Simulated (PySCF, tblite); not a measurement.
# C₇H₁₂Si: geometry, infrared bands and NMR shifts

Aim: predict the infrared bands and NMR shifts of C₇H₁₂Si (`C=CC[SiH]1CC=CC1`).

The runs use tblite 0.8.0 and PySCF 2.14.0, with density-fitted response routines of our own; the level of theory stands in each step. All values are computed, except where a source is named. Atoms are numbered from 0 throughout.

## 1. Starting geometry

20 atoms, charge 0, multiplicity 1; geometry from: force field or distance geometry start.

Bonds of the start (Å): C0–C1 1.34, C1–C2 1.49, C2–Si3 1.87, Si3–C4 1.93, C4–C5 1.52, C5–C6 1.35, C6–C7 1.52, C7–Si3 1.91, C0–H8 1.09, C0–H9 1.08, C1–H10 1.10, C2–H11 1.10, C2–H12 1.09, Si3–H13 1.50, C4–H14 1.08, C4–H15 1.09, C5–H16 1.08, C6–H17 1.09, C7–H18 1.09, C7–H19 1.09.

## 2. Optimising the geometry with GFN2-xTB

What the job is given:

```
{"job": {"kind": "relax", "xc": "GFN2-xTB", "basis": "xTB"}, "charge": 0, "multiplicity": 1}
C      3.221500    -0.196300    -0.773500
C      2.496200     0.480400     0.133700
C      1.151000     1.063100    -0.112900
Si    -0.239900     0.345600     0.909600
C     -0.674800    -1.457100     0.392900
C     -2.091800    -1.362300    -0.144600
C     -2.702400    -0.162800    -0.138200
C     -1.950200     1.037700     0.405900
H      2.843300    -0.366600    -1.776200
H      4.192300    -0.587600    -0.528400
H      2.930700     0.627500     1.130200
H      1.193300     2.140300     0.084000
H      0.871200     0.963700    -1.165100
H     -0.012000     0.452700     2.384000
H     -0.628500    -2.120900     1.247200
H      0.005000    -1.801100    -0.384100
H     -2.578900    -2.250900    -0.510800
H     -3.719400    -0.052100    -0.500100
H     -1.845100     1.800800    -0.366100
H     -2.466500     1.456300     1.275400
```

Run with:

```bash
OMP_NUM_THREADS=1 python probes_run.py task.json out
```

The driver reads the jobs from task.json and runs them one after another.

**Question.** This job is followed by: GFN2-xTB harmonic vibrations, gas phase; GIAO PBE0/pcSseg-1 NMR shielding, non-relativistic, gas phase. What will the session give for the following? strongest single infrared mode (GFN2-xTB); zero-point energy (GFN2-xTB); 13C shifts against TMS (PBE0/pcSseg-1, means over atoms taken as alike); 1H shifts against TMS (PBE0/pcSseg-1, means over atoms taken as alike); 29Si shifts against TMS (PBE0/pcSseg-1).

**Answer**, as computed:

```
                                                               quantity                                               value
                              strongest single infrared mode (GFN2-xTB)                               2195 cm⁻¹, 352 km/mol
                                           zero-point energy (GFN2-xTB)                                      103.0 kcal/mol
13C shifts against TMS (PBE0/pcSseg-1, means over atoms taken as alike)                 142.9, 138.3, 119.3, 26.5, 18.7 ppm
 1H shifts against TMS (PBE0/pcSseg-1, means over atoms taken as alike)  6.13, 6.09, 5.32, 5.17, 4.59, 1.82, 1.68, 1.55 ppm
                                29Si shifts against TMS (PBE0/pcSseg-1)                                            -6.8 ppm
```

The optimisation took 73 steps and gained 0.140 eV; among the close pairs (by a distance rule), C2–Si3 changed most, from 1.869 to 1.912 Å. No mode is imaginary among the 54: a minimum at this level. The strongest single mode, at 2195 cm⁻¹, moves mainly H13. Unscaled tight-binding wavenumbers are off by several per cent, some by more. Its intensities can rank the bands wrongly. At PBE0/pcSseg-1: The largest span, 239 ppm, is at C1, where the paramagnetic term is -213 ppm.
